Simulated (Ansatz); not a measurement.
Run this with the Ansatz DFT code, driven from Python and show what comes out.

Script `torsion_fh3inssi.py`:
```python
from dataclasses import dataclass

import ansatz as az
from ase import Atoms


@dataclass(frozen=True)
class Settings:
    basis: str = "def2-SVP"
    functional: str = "hf"
    fmax: float = 0.02


settings = Settings()

atoms = Atoms(["N", "Si", "F", "S", "I", "H", "H", "H"], positions=[
    (0.6033, 0.9525, 0.9191),
    (0.1578, -0.183, -0.2355),
    (1.4797, -0.8684, -0.7359),
    (-1.036, -1.5704, 0.705),
    (-0.9653, 0.9077, -2.0938),
    (1.1374, 1.7135, 0.4585),
    (-0.2702, 1.4702, 1.2002),
    (-1.0145, -2.4792, -0.2735),
])

first = (
    az.Crystal.molecule_from_ase(atoms).calculation()
    .basis(gaussian=settings.basis)
    .functional(settings.functional)
    .relax(force_tolerance=settings.fmax, max_steps=80)
)
atoms.positions = first.run(threads=1, pin="off").report["positions_ang"]

start = atoms.get_dihedral(2, 1, 0, 5)
energies = {}
for turn in range(0, 360, 30):
    turned = atoms.copy()
    turned.set_dihedral(2, 1, 0, 5, start + turn, indices=[0, 5, 6])
    base = (
        az.Crystal.molecule_from_ase(turned).calculation()
        .basis(gaussian=settings.basis)
        .functional(settings.functional)
    )
    energies[round((start + turn) % 360)] = base.run(threads=1, pin="off").report["free_energy_ev"]
floor = min(energies.values())
print("dihedral F2-Si1-N0-H5 (deg)   E - E(min) (kJ/mol)")
for angle, e in sorted(energies.items()):
    print(f"{angle:8d} {96.485332 * (e - floor):14.3f}  " + "#" * int(30 * (e - floor) / max(max(energies.values()) - floor, 1e-9)))
```

Output of `python torsion_fh3inssi.py`:
```text
dihedral F2-Si1-N0-H5 (deg)   E - E(min) (kJ/mol)
       0          4.366  #######
      30          0.000
      60          4.468  #######
      90         13.361  ######################
     120         17.700  ##############################
     150         13.996  #######################
     180          7.015  ###########
     210          3.726  ######
     240          7.000  ###########
     270         13.357  ######################
     300         16.719  ############################
     330         12.781  #####################
```

What to keep in mind:
- The scan is rigid and the energies are electronic, in a modest basis. With rigid groups the curve can differ much from the relaxed path, the start wasn't checked as a minimum of this torsion, and equivalent turns needn't return to the same energy.
- def2 sets replace the cores of elements past krypton by effective core potentials.
- Hardware and time: 62 s on 1 thread of Arm Neoverse V2, with other jobs on the host, peak memory 0.32 GiB.
